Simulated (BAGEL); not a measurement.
# One shape, several levels: SiNH4O2 (SMILES N[Si](O)O)

We compute a comparison of 3 runs (UHF/STO-3G, UHF/6-31G*, UHF/cc-pVDZ) of SiNH4O2. 

Program for the calculation: BAGEL 1.2.2.

14 further runs of the same task are left out: 14 set aside as unsound or not needed.

### Step 1. The molecule

SiNH4O2 has 8 atoms, charge 0, and is taken as a doublet. As SMILES, `N[Si](O)O`. One bond was lengthened or shortened from a relaxed shape.

Bond lengths: N1–Si2 1.700 Å, Si2–O3 1.651 Å, Si2–O4 1.651 Å, N1–H5 1.006 Å, N1–H6 1.157 Å, O3–H7 0.958 Å, O4–H8 0.958 Å. Angles: N1–Si2–O3 104.3°, N1–Si2–O4 104.3°, O3–Si2–O4 116.1°, Si2–N1–H5 120.9°, Si2–N1–H6 120.9°, Si2–O3–H7 115.7°, Si2–O4–H8 115.7°, H5–N1–H6 112.9°.

### Step 2. The energy at UHF/STO-3G (density fitting with qzvpp-jkfit) (run 1)

File input.json:

```json
{ "bagel" : [

{
  "title" : "molecule",
  "basis" : "sto-3g",
  "df_basis" : "qzvpp-jkfit",
  "angstrom" : true,
  "geometry" : [
    { "atom" : "N", "xyz" : [   -0.350194,    1.236947,    0.132119 ] },
    { "atom" : "Si", "xyz" : [    0.243806,   -0.273653,   -0.373181 ] },
    { "atom" : "O", "xyz" : [    1.789406,   -0.318353,    0.205419 ] },
    { "atom" : "O", "xyz" : [   -0.808694,   -1.364753,    0.280719 ] },
    { "atom" : "H", "xyz" : [    0.219006,    2.063947,    0.067919 ] },
    { "atom" : "H", "xyz" : [   -1.483600,    1.467400,    0.110500 ] },
    { "atom" : "H", "xyz" : [    2.398706,   -0.878053,   -0.278081 ] },
    { "atom" : "H", "xyz" : [   -0.881594,   -2.201053,   -0.181381 ] }
  ]
},
{
  "title" : "uhf",
  "nopen" : 1
},
{
  "title" : "print",
  "file" : "orbitals.molden",
  "orbitals" : true
}

]}
```

Launch:

```sh
$ BAGEL_NUM_THREADS=1 BAGEL input.json > input.out
```

Output:

```text
* using 1 threads per process

  ===============================================================
  ===============================================================

  *** Geometry ***

  { "atom" : "N", "xyz" : [     -0.661771,      2.337491,      0.249669 ] },
  { "atom" : "Si", "xyz" : [      0.460727,     -0.517129,     -0.705210 ] },
  { "atom" : "O", "xyz" : [      3.381487,     -0.601600,      0.388186 ] },
[... 4 lines of this table left out ...]
  { "atom" : "H", "xyz" : [     -1.665971,     -4.159387,     -0.342760 ] },

  Number of auxiliary basis functions:      431

  Since a DF basis is specified, we compute 2- and 3-index integrals:
    o Being stored without compression. Storage requirement is 0.003 GB

  Number of basis functions:       28
  Number of electrons      :       41

    * METHOD: MOLECULE                             0.12

  *** Open-shell HF ***

  === Nuclear Repulsion ===
   176.1074217094

      * DIIS with orbital gradients will be used.

  === UHF iteration (sto-3g) ===
      0       -489.21504757          0.03851443           0.03
      1       -489.31550825          0.00863589           0.03
      2       -489.32208322          0.00232237           0.03
[... 11 lines of this table left out ...]
     14       -489.32310887          0.00000001           0.03
    * SCF iteration converged.

    * S^2 (UHF) is 0.7584

    * Permanent dipole moment:
           (   -0.110343,     0.342438,     1.221619) a.u.

    * METHOD: UHF                                  0.55

    * METHOD: PRINT                                0.00

  ===============================================================
```

Run time: 0.85 s. Hardware: 1 thread of Arm Neoverse V2, shared host.

### Step 3. The energy at UHF/6-31G(d) (density fitting with qzvpp-jkfit, spherical functions) (run 2)

File input.json:

```json
{ "bagel" : [

{
  "title" : "molecule",
  "basis" : "6-31gs.json",
  "df_basis" : "qzvpp-jkfit",
  "angstrom" : true,
  "geometry" : [
    { "atom" : "N", "xyz" : [      -0.350194,       1.236947,       0.132119 ] },
    { "atom" : "Si", "xyz" : [       0.243806,      -0.273653,      -0.373181 ] },
    { "atom" : "O", "xyz" : [       1.789406,      -0.318353,       0.205419 ] },
    { "atom" : "O", "xyz" : [      -0.808694,      -1.364753,       0.280719 ] },
    { "atom" : "H", "xyz" : [       0.219006,       2.063947,       0.067919 ] },
    { "atom" : "H", "xyz" : [      -1.483600,       1.467400,       0.110500 ] },
    { "atom" : "H", "xyz" : [       2.398706,      -0.878053,      -0.278081 ] },
    { "atom" : "H", "xyz" : [      -0.881594,      -2.201053,      -0.181381 ] }
  ]
},

{ "title" : "uhf", "nopen" : 1 },

{ "title" : "print", "file" : "orbitals.molden", "orbitals" : true }

]}
```

The basis set 6-31G* is read from a file made from the Basis Set Exchange's data (not shown).

Launch:

```sh
$ BAGEL_NUM_THREADS=1 BAGEL input.json > input.out
```

Output:

```text
* using 1 threads per process

  ===============================================================
  ===============================================================

  *** Geometry ***

  { "atom" : "N", "xyz" : [     -0.661771,      2.337491,      0.249669 ] },
  { "atom" : "Si", "xyz" : [      0.460727,     -0.517129,     -0.705210 ] },
  { "atom" : "O", "xyz" : [      3.381487,     -0.601600,      0.388186 ] },
[... 4 lines of this table left out ...]
  { "atom" : "H", "xyz" : [     -1.665971,     -4.159387,     -0.342760 ] },

  Number of auxiliary basis functions:      431

  Since a DF basis is specified, we compute 2- and 3-index integrals:
    o Being stored without compression. Storage requirement is 0.016 GB

  Number of basis functions:       68
  Number of electrons      :       41

    * METHOD: MOLECULE                             0.17

  *** Open-shell HF ***

  === Nuclear Repulsion ===
   176.1074217094

      * DIIS with orbital gradients will be used.

  === UHF iteration (6-31gs.json) ===
      0       -495.07941168          0.06356661           0.09
      1       -495.31960492          0.04045407           0.09
      2       -495.40827738          0.02558685           0.09
[... 14 lines of this table left out ...]
     17       -495.46377056          0.00000000           0.09
    * SCF iteration converged.

    * S^2 (UHF) is 0.7546

    * Permanent dipole moment:
           (   -0.040105,     0.246781,     1.072836) a.u.

    * METHOD: UHF                                  1.69

    * METHOD: PRINT                                0.01

  ===============================================================
```

Run time: 2 s. Hardware: 1 thread of Arm Neoverse V2, shared host; peak memory 0.089 GiB.

### Step 4. The energy at UHF/cc-pVDZ (density fitting with qzvpp-jkfit) (run 3)

input.json, as its differences from that of step 3:

```diff
@@ -4,3 +4,3 @@
   "title" : "molecule",
-  "basis" : "6-31gs.json",
+  "basis" : "cc-pvdz.json",
   "df_basis" : "qzvpp-jkfit",
@@ -19,5 +19,12 @@
 
-{ "title" : "uhf", "nopen" : 1 },
+{
+  "title" : "uhf",
+  "nopen" : 1
+},
 
-{ "title" : "print", "file" : "orbitals.molden", "orbitals" : true }
+{
+  "title" : "print",
+  "file" : "orbitals.molden",
+  "orbitals" : true
+}
```

The basis set cc-pVDZ is read from a file made from the Basis Set Exchange's data (not shown).

Launch:

```sh
$ BAGEL_NUM_THREADS=1 BAGEL input.json > input.out
```

Output:

```text
* using 1 threads per process

  ===============================================================
  ===============================================================

  *** Geometry ***

  { "atom" : "N", "xyz" : [     -0.661771,      2.337491,      0.249669 ] },
  { "atom" : "Si", "xyz" : [      0.460727,     -0.517129,     -0.705210 ] },
  { "atom" : "O", "xyz" : [      3.381487,     -0.601600,      0.388186 ] },
[... 4 lines of this table left out ...]
  { "atom" : "H", "xyz" : [     -1.665971,     -4.159387,     -0.342760 ] },

  Number of auxiliary basis functions:      431

  Since a DF basis is specified, we compute 2- and 3-index integrals:
    o Being stored without compression. Storage requirement is 0.022 GB

  Number of basis functions:       80
  Number of electrons      :       41

    * METHOD: MOLECULE                             0.17

  *** Open-shell HF ***

  === Nuclear Repulsion ===
   176.1074217094

      * DIIS with orbital gradients will be used.

  === UHF iteration (cc-pvdz.json) ===
      0       -495.05171801          0.04723758           0.11
      1       -495.33162186          0.03289327           0.11
      2       -495.43506003          0.01943881           0.11
[... 14 lines of this table left out ...]
     17       -495.49949769          0.00000001           0.11
    * SCF iteration converged.

    * S^2 (UHF) is 0.7550

    * Permanent dipole moment:
           (   -0.025147,     0.213874,     0.964776) a.u.

    * METHOD: UHF                                  2.09

    * METHOD: PRINT                                0.01

  ===============================================================
```

It took 2.4 s on 1 thread of Arm Neoverse V2, shared host; peak memory 0.099 GiB.

### Step 5. Overview of the runs

```
run                                                               level  energy (Eh)  dipole moment (D)   ⟨S²⟩  wall time
  1                       UHF/STO-3G (density fitting with qzvpp-jkfit)  -489.323109               3.24  0.758     0.85 s
  2  UHF/6-31G* (density fitting with qzvpp-jkfit, spherical functions)  -495.463771               2.80  0.755        2 s
  3                      UHF/cc-pVDZ (density fitting with qzvpp-jkfit)  -495.499498               2.51  0.755      2.4 s
```

### Step 6. Outcome

```
            quantity          value
 run 3: total energy  -495.49950 Eh
run 3: dipole moment         2.51 D
         run 3: ⟨S²⟩          0.755
```

In words: The dipole moment (its size) runs from 2.51 D (UHF/cc-pVDZ) to 3.24 D (UHF/STO-3G). In run 1 the basis is minimal, so the values are rough. All runs together took 5.3 s, the longest 2.4 s.
